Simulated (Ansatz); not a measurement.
# C2H9BClN: basis-set convergence

The task here is to estimate one member of a computed series from the others.

Computed with Ansatz 0.2.0, Gaussian basis. Level: one geometry, several basis sets.

Plan: PBE0-D4/def2-SVP; ωB97M-V/def2-SVP; PBE0-D4/def2-QZVPP; ωB97M-V/def2-QZVPP; the functionals' def2-TZVPP values are taken from earlier runs.

**The geometry**

All runs share one geometry, relaxed beforehand with PBE0-D4 in a triple-zeta def2 set.

SMILES `C[B-](C)([NH3+])Cl`, 14 atoms, charge 0, spin multiplicity 1.

Atoms are counted from 1 here; the program's logs count them from 0.

Bond lengths: C1–B2 1.598 Å, C1–H6 1.093 Å, C1–H7 1.098 Å, C1–H8 1.096 Å, B2–C3 1.598 Å, B2–N4 1.644 Å, B2–Cl5 1.891 Å, C3–H9 1.093 Å, C3–H10 1.096 Å, C3–H11 1.098 Å, N4–H12 1.016 Å, N4–H13 1.016 Å, N4–H14 1.016 Å. Angles: B2–C1–H6 110.0°, B2–C1–H7 112.2°, B2–C1–H8 113.4°, H6–C1–H7 106.5°, H6–C1–H8 106.5°, H7–C1–H8 107.8°, C1–B2–C3 116.9°, C1–B2–N4 107.3°, C1–B2–Cl5 111.6°, C3–B2–N4 107.3°, C3–B2–Cl5 111.6°, N4–B2–Cl5 100.7°, B2–C3–H9 110.0°, B2–C3–H10 113.4°, B2–C3–H11 112.2°, H9–C3–H10 106.5°, H9–C3–H11 106.5°, H10–C3–H11 107.8° and more.

Geometry (Å):

```mol
C2H9BClN
  3D, bonds by distance, orders not assigned

 14 13  0  0  0  0  0  0  0  0999 V2000
   -1.4685    0.3729    0.3592 C   0  0
    0.0415    0.3415   -0.1627 B   0  0
    1.1909    0.3261    0.9475 C   0  0
    0.2177   -1.0196   -1.0669 N   0  0
    0.3539    1.6724   -1.4689 Cl  0  0
   -1.6534    1.2972    0.9122 H   0  0
   -1.6863   -0.4527    1.0491 H   0  0
   -2.2084    0.3392   -0.4483 H   0  0
    1.1560    1.2476    1.5340 H   0  0
    2.2007    0.2620    0.5270 H   0  0
    1.0698   -0.5014    1.6585 H   0  0
    0.0796   -1.8587   -0.5100 H   0  0
    1.1489   -1.0421   -1.4734 H   0  0
   -0.4553   -1.0138   -1.8284 H   0  0
  1  2  8  0
  2  3  8  0
  2  4  8  0
  2  5  8  0
  1  6  8  0
  1  7  8  0
  1  8  8  0
  3  9  8  0
  3 10  8  0
  3 11  8  0
  4 12  8  0
  4 13  8  0
  4 14  8  0
M  END
```

Set-up of the first run:

in.yaml

```yaml
crystal:
  periodic: [false, false, false]
  atoms:
    - {symbol: C, position_ang: [-1.468518, 0.372911, 0.359209]}
    - {symbol: B, position_ang: [0.041538, 0.341496, -0.162672]}
    - {symbol: C, position_ang: [1.190878, 0.326136, 0.947469]}
    - {symbol: N, position_ang: [0.217652, -1.019617, -1.066911]}
    - {symbol: Cl, position_ang: [0.353855, 1.672355, -1.468921]}
    - {symbol: H, position_ang: [-1.653390, 1.297234, 0.912198]}
    - {symbol: H, position_ang: [-1.686261, -0.452730, 1.049094]}
    - {symbol: H, position_ang: [-2.208426, 0.339200, -0.448316]}
    - {symbol: H, position_ang: [1.156000, 1.247629, 1.533965]}
    - {symbol: H, position_ang: [2.200712, 0.261996, 0.526972]}
    - {symbol: H, position_ang: [1.069813, -0.501436, 1.658459]}
    - {symbol: H, position_ang: [0.079632, -1.858685, -0.509984]}
    - {symbol: H, position_ang: [1.148863, -1.042067, -1.473412]}
    - {symbol: H, position_ang: [-0.455347, -1.013823, -1.828449]}
basis:
  gaussian: {orbitals: def2-SVP}
hamiltonian: {xc: pbe0, dispersion: d4}
output: {orbitals: {seedname: orbitals}}
```

Launch:

```console
ansatz run in.yaml --threads 4 --pin off --events-out ev --progress --plain --max-ram 10444MiB
```

Steps of the session up to this table: PBE0-D4 in def2-SVP; ωB97M-V in def2-SVP; PBE0-D4 in def2-QZVPP; ωB97M-V in def2-QZVPP.

One table of the session follows, with a row left open; its other results are not shown here.

It belongs to the step «Density functionals: the series». 

| functional | basis | HOMO (eV) | LUMO (eV) |
| --- | --- | --- | --- |
| PBE0-D4 | def2-SVP | -6.98 | 0.54 |
| PBE0-D4 | def2-TZVPP | -7.27 | -0.07 |
| PBE0-D4 | def2-QZVPP | -7.32 | -0.37 |
| ωB97M-V | def2-SVP | -9.23 | 2.13 |
| ωB97M-V | def2-TZVPP | ? | ? |
| ωB97M-V | def2-QZVPP | -9.61 | 0.82 |

Q: Estimate the row for ωB97M-V, def2-TZVPP from the others.

The run gave: HOMO (eV): -9.56; LUMO (eV): 1.31. In the column «HOMO (eV)» it lies between ωB97M-V, def2-QZVPP (-9.61) and ωB97M-V, def2-SVP (-9.23).
